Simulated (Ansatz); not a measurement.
# InNH2F2 (SMILES [NH2][In]([F])[F]): PBE/def2-SVPD (core potential)

What is the vertical electron affinity of InNH2F2 at PBE/def2-SVPD (core potential)? 

The calculation is run with Ansatz 0.2.0.

31 further runs of the same task are left out: 31 set aside as unsound or not needed.

## Step 1: The structure to begin with

InNH2F2: 6 atoms, total charge 0, spin state singlet. As SMILES, `[NH2][In]([F])[F]`. The coordinates come from a PBE0-D4/def2-TZVP relaxation.

Bond lengths: N1–In2 1.998 Å, In2–F3 1.935 Å, In2–F4 1.935 Å, N1–H5 1.011 Å, N1–H6 1.011 Å. Angles: N1–In2–F3 124.1°, N1–In2–F4 124.1°, F3–In2–F4 111.4°, In2–N1–H5 114.2°, In2–N1–H6 114.2°, H5–N1–H6 109.1°.

## Step 2: The energy at PBE/def2-SVPD (core potential)

Contents of run.yaml:

```yaml
crystal:
  periodic: [false, false, false]
  atoms:
    - {symbol: N, position_ang: [-0.259900, 1.155100, -0.280600]}
    - {symbol: In, position_ang: [0.271400, -0.745700, 0.029100]}
    - {symbol: F, position_ang: [1.862900, -1.284900, 0.989000]}
    - {symbol: F, position_ang: [-0.617400, -2.265700, -0.773500]}
    - {symbol: H, position_ang: [0.031700, 1.791300, 0.449400]}
    - {symbol: H, position_ang: [-1.246600, 1.285900, -0.459500]}
basis:
  gaussian:
    orbitals: def2-SVPD
hamiltonian:
  xc: {name: PBE}
accuracy: high
output: {orbitals: {seedname: orbitals}}
```

On the command line:

```
$ ansatz run run.yaml --threads 1 --pin off --max-ram 3480MiB --events-out events.jsonl --progress --plain --runs-dir runs
```

The log of the run:

```text
Warning: RAYON_NUM_THREADS=1 ignored (pool sized by the plan → 1); use --threads N
Functional definition: PBE
  name "PBE"
  parameter kappa = 0.804
  parameter beta = 0.06672455060314922
  exchange = pbe_x(kappa = kappa, mu = beta*pi^2/3)
  correlation = pbe_c(beta = beta)
2460 factors; integrals over basis functions are off by at most 3.6e-9 eV
mean field evaluation 1: about -12105.5142 eV, gradient 8.7e1 eV
mean field evaluation 2: about -12024.2165 eV, gradient 2.0e2 eV
mean field evaluation 4: about -12120.0167 eV, gradient 4.3e0 eV
mean field evaluation 8: about -12120.0682 eV, gradient 3.1e-1 eV
mean field evaluation 16: about -12120.0684 eV, gradient 5.2e-6 eV
mean field -12120.06837874 eV, -445.4042976414 hartree, gradient 9.3e-8 eV, S^2 0.000000; 0 other end points of the search recorded, 0 dependent functions left out
reference -12120.06838394 eV, -445.4042978323 hartree; 24, 24 occupied and 90, 90 virtual orbitals, 2460 factors
Total energy: -12120.06838394 eV, -445.4042978323 hartree
```

Wall time 9.6 s (1 thread of Arm Neoverse V1, shared host); peak memory 0.34 GiB.

## Step 3: The doublet anion at the same level

Contents of molecule.yaml:

```yaml
basis:
  gaussian:
    orbitals: def2-SVPD
crystal:
  periodic: [false, false, false]
  atoms:
    - {symbol: "N", position_ang: [-0.259900, 1.155100, -0.280600]}
    - {symbol: In, position_ang: [0.271400, -0.745700, 0.029100]}
    - {symbol: F, position_ang: [1.862900, -1.284900, 0.989000]}
    - {symbol: F, position_ang: [-0.617400, -2.265700, -0.773500]}
    - {symbol: H, position_ang: [0.031700, 1.791300, 0.449400]}
    - {symbol: H, position_ang: [-1.246600, 1.285900, -0.459500]}
total_charge: -1
magnetization:
  spin_polarized: true
  initial_magnetization: 1
hamiltonian:
  xc: {name: PBE}
accuracy: high
output: {orbitals: {seedname: orbitals}}
```

On the command line:

```
$ ansatz run molecule.yaml --threads 1 --pin off --max-ram 3480MiB --events-out events.jsonl --progress --plain --runs-dir runs
```

The log of the run:

```text
Warning: RAYON_NUM_THREADS=1 ignored (pool sized by the plan → 1); use --threads N
[... 6 set-up lines as earlier in the session ...]
2460 factors; integrals over basis functions are off by at most 3.6e-9 eV
mean field evaluation 1: about -12115.7338 eV, gradient 3.4e1 eV
mean field evaluation 2: about -12064.1082 eV, gradient 9.0e1 eV
mean field evaluation 4: about -12120.1136 eV, gradient 1.5e1 eV
mean field evaluation 8: about -12120.8391 eV, gradient 2.5e-1 eV
mean field evaluation 16: about -12120.8395 eV, gradient 4.4e-5 eV
mean field -12120.83951408 eV, -445.4326363423 hartree, gradient 5.0e-8 eV, S^2 0.750889; 0 other end points of the search recorded, 0 dependent functions left out
reference -12120.83951866 eV, -445.4326365107 hartree; 25, 24 occupied and 89, 90 virtual orbitals, 2460 factors
Total energy: -12120.83951866 eV, -445.4326365107 hartree
```

It took 15 s on 1 thread of Arm Neoverse V1, shared host; peak memory 0.41 GiB.

## Step 4: Outcome

Level: PBE/def2-SVPD (core potential).

| quantity | value |
| --- | --- |
| singlet InNH2F2: total energy | -445.40430 Eh |
| singlet InNH2F2: HOMO energy | -7.13 eV |
| singlet InNH2F2: LUMO energy | -3.32 eV |
| singlet InNH2F2: HOMO–LUMO gap | 3.80 eV |
| doublet anion: total energy | -445.43264 Eh |
| doublet anion: HOMO energy (highest over α and β) | 1.51 eV |
| doublet anion: LUMO energy (lowest over α and β) | 1.93 eV |
| doublet anion: ⟨S²⟩ | 0.751 |
| vertical electron affinity (to the doublet anion) | 0.771 eV |

**Reading.** At fixed nuclei the extra electron is bound by 0.77 eV (17.8 kcal/mol). The HOMO (doublet anion) lies at positive energy, 1.51 eV, as semi-local functionals often give for anions; only total energies tell whether the electron is bound.
